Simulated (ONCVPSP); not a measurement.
# Selenium: generating and testing an ONCV potential

Task: generate the file, and judge it by its errors in other configurations, its logarithmic derivatives, its ghosts and its cutoff.

Method: ONCVPSP 4.0.1.1 (patched build), PBE, scalar-relativistic.

### 1 Settings

Typed settings, in words:

```
element                 : selenium (Se, Z = 34)
type                    : optimised norm-conserving Vanderbilt (ONCV)
frozen core             : [Ar]
valence charge          : 16
reference configuration : 3d10 4s2 4p4
partial waves           : 4s: rc 1.60 bohr, ncon 4, nbas 8, qcut 3.5 1/bohr, 2 projectors, debl 2.9 Ha; 4p: rc 1.90 bohr, ncon 4, nbas 8, qcut 4.1 1/bohr, 3 projectors, debl 2.6 Ha; 3d: rc 0.60 bohr, ncon 3, nbas 6, qcut 17.6 1/bohr, 2 projectors, debl 1.2 Ha
local potential         : polynomial inside 0.55 bohr (lpopt 5, dvloc0 0 Ha)
core correction         : polynomial model core, fcfact 0.65
```

The outer shells as boxes (Hund's rule for the drawing; the calculation is spin-unpolarised):

```
[Ar] core
3d [↑↓][↑↓][↑↓][↑↓][↑↓]
4s [↑↓]
4p [↑↓][↑ ][↑ ]
```

The nodes and maxima of the atom's own shells, from an earlier all-electron run, set the scale for the radii.

All-electron outer shells of the reference configuration (PBE, scalar-relativistic, ld1.x):

```
shell  level (eV)  outermost node (bohr)  outermost maximum (bohr)
   3s     -213.51                   0.24                      0.50
   3p     -152.98                   0.21                      0.50
   3d      -53.12                      –                      0.45
   4s      -17.29                   0.70                      1.51
   4p       -6.51                   0.74                      1.82
```

### 2 The generation run

Contents of Se.dat:

```
# ATOM AND REFERENCE CONFIGURATION
# atsym  z   nc   nv     iexc    psfile
  Se 34.00    5    3        4      upf
#
#   n    l    f
    1    0    2.00
    2    0    2.00
    2    1    6.00
    3    0    2.00
    3    1    6.00
    3    2   10.00
    4    0    2.00
    4    1    4.00
#
# PSEUDOPOTENTIAL AND OPTIMIZATION
# lmax
    2
#
#   l,   rc,      ep,       ncon, nbas, qcut
    0    1.60    0.00    4    8    3.50
    1    1.90    0.00    4    8    4.10
    2    0.60    0.00    3    6   17.60
#
# LOCAL POTENTIAL
# lloc, lpopt,  rc(5),   dvloc0
    4    5    0.55    0.00
#
# VANDERBILT-KLEINMAN-BYLANDER PROJECTORs
# l, nproj, debl
    0    2    2.90
    1    3    2.60
    2    2    1.20
#
# MODEL CORE CHARGE
# icmod, fcfact, rcfact
    1    0.65    0.00
#
# LOG DERIVATIVE ANALYSIS
# epsh1, epsh2, depsh
   -3.00    5.00    0.02
#
# OUTPUT GRID
# rlmax, drl
    6.00    0.01
#
# TEST CONFIGURATIONS
# ncnf
    4
# nvcnf
#   n    l    f
    3
    3    2   10.00
    4    0    2.00
    4    1    3.00
#
    3
    3    2   10.00
    4    0    2.00
    4    1    2.00
#
    3
    3    2   10.00
    4    0    2.00
    4    1    1.00
#
    3
    3    2   10.00
    4    0    0.00
    4    1    6.00
#
```

Started as:

```bash
$ oncvpsp.x < Se.dat > Se.out
```

What does the calculation give? Wanted: cutoffs; bound ghosts; GHOST(+) flags; largest miss of a reference level; largest test error; largest phase difference near zero energy, channels read; rms error of d²Exc/dn², without and with the model core; projector energies reset by the program.

The runs gave:

```
                                                quantity                      value
                                                 cutoffs             not determined
                                            bound ghosts            s at -375.21 eV
                                          GHOST(+) flags                 p at 81 eV
                       largest miss of a reference level                16 meV (3d)
                            largest test error (AE − PS)  -27 meV, for 3d10 4s2 4p1
largest phase difference near zero energy, channels read                  0.000 rad
 rms error of d²Exc/dn², without and with the model core          7.80 and 1.42 mHa
                 projector energies reset by the program        d: -1.952, 0.250 Ha
```

In words: It has a bound ghost (s), a state that the atom doesn't have, and that rules the file out. By total energies transferability is fair: the largest error is 27 meV on 62.1 eV, for 3d10 4s2 4p1. That test lies far up in energy; among those under 40 eV, nearer to bonding, the largest error is 9.6 meV. Near zero energy the phases of the channels with partial waves agree within 0.001 rad. The program also flags highly localised states, GHOST(+) (p).
